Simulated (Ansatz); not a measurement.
Predict the output of the script below (the Ansatz DFT code, driven from Python).

`c4h11si.xyz`
```text
16

C    -2.07070   -0.58960   -0.14060
C    -0.67850   -0.64620    0.48370
C     0.38610   -0.01900   -0.43120
C     0.25980    1.50360   -0.52830
Si    2.11440   -0.48680    0.14870
H    -2.77780   -1.18070    0.47890
H    -2.44190    0.45520   -0.18250
H    -2.05270   -1.01880   -1.16510
H    -0.43270   -1.71750    0.65240
H    -0.69040   -0.13770    1.47270
H     1.06670    1.91210   -1.17300
H     0.32950    1.96950    0.47810
H    -0.70720    1.78270   -0.99330
H     2.33740    0.04660    1.50070
H     3.11180    0.07790   -0.77240
H     2.24610   -1.95110    0.17120
```

Script `energy_c4h11si.py`:
```python
'''Electronic structure of the C4H11Si molecule.'''

import ansatz
import numpy as np

system = ansatz.Crystal.molecule_from_extxyz('c4h11si.xyz')

job = (
    system.calculation()
    .basis(gaussian='6-31G*')
    .functional('PBE')
    .spin('collinear', total=1)
    .forces()
)
result = job.run()
report = result.report

print('reference energy %16.6f eV' % report['reference_energy_ev'])
print('total energy     %16.6f eV' % report['free_energy_ev'])
print('occupied (up, down):', report['n_occupied'], ' virtual:', report['n_virtual'], ' frozen:', report['n_frozen'])

field = report['mean_field']
print('<S^2> =', round(abs(field['state']['spin_squared']), 4), ' relativity:', field['relativity'])
print('passes:', field['passes'])
if 'symmetry' in field:
    print('occupied orbitals by irrep:', field['symmetry']['occupied'])

symbols = [site.symbol for site in system.cartesian_sites]
print('forces (eV/A)')
for symbol, f in zip(symbols, report['forces_ev_ang']):
    print(f'  {symbol:2s} {f[0]:9.4f} {f[1]:9.4f} {f[2]:9.4f}')

charges = report['charge_distribution']
print('dipole moment', round(4.803205 * float(np.linalg.norm(charges['dipole_moment_e_ang'])), 3), 'D')
print('Mulliken:', [(s, round(q, 3)) for s, q in zip(symbols, charges['mulliken_charges_e'])])
```

`python energy_c4h11si.py` gives:
```text
reference energy    -12192.196704 eV
total energy        -12192.196704 eV
occupied (up, down): [25, 24]  virtual: [76, 77]  frozen: 0
<S^2> = 0.753  relativity: none
passes: {'evaluations': 17, 'products': 13}
occupied orbitals by irrep: [{'A': 25}, {'A': 24}]
forces (eV/A)
  C    -0.5095   -0.0133    0.1325
  C     0.2434   -0.5010   -1.0358
  C     0.2189    0.9165    2.2155
  C    -0.0227   -0.5882   -1.0785
  Si   -0.5449   -0.2633   -1.0087
  H    -0.0118    0.1598   -0.2146
  H    -0.0362   -0.2395   -0.1292
  H    -0.0971    0.1455    0.2363
  H     0.0216    0.1874    0.1597
  H     0.1005   -0.0282   -0.0473
  H    -0.1794    0.1269    0.2081
  H    -0.0666    0.0137   -0.0955
  H     0.0486    0.2072    0.1740
  H     0.1277    0.2394    0.6245
  H     0.5294    0.2284   -0.2604
  H     0.1780   -0.5914    0.1192
dipole moment 1.08 D
Mulliken: [('C', -0.482), ('C', -0.326), ('C', -0.067), ('C', -0.531), ('Si', 0.196), ('H', 0.157), ('H', 0.159), ('H', 0.166), ('H', 0.163), ('H', 0.163), ('H', 0.175), ('H', 0.176), ('H', 0.171), ('H', -0.035), ('H', -0.042), ('H', -0.041)]
```

Caveats:
- Total energies depend on the basis set; only differences at equal settings carry meaning.
- The geometry is a force-field or estimated start, not a minimum of this method, and the basis set is short of its limit.
- The species is open-shell (spin multiplicity 2).
- Run time: 8.4 s on 1 thread of Arm Neoverse V1, on a shared host, peak memory 0.25 GiB.

(Lines on the test bed's own set-up are left out of the output.)
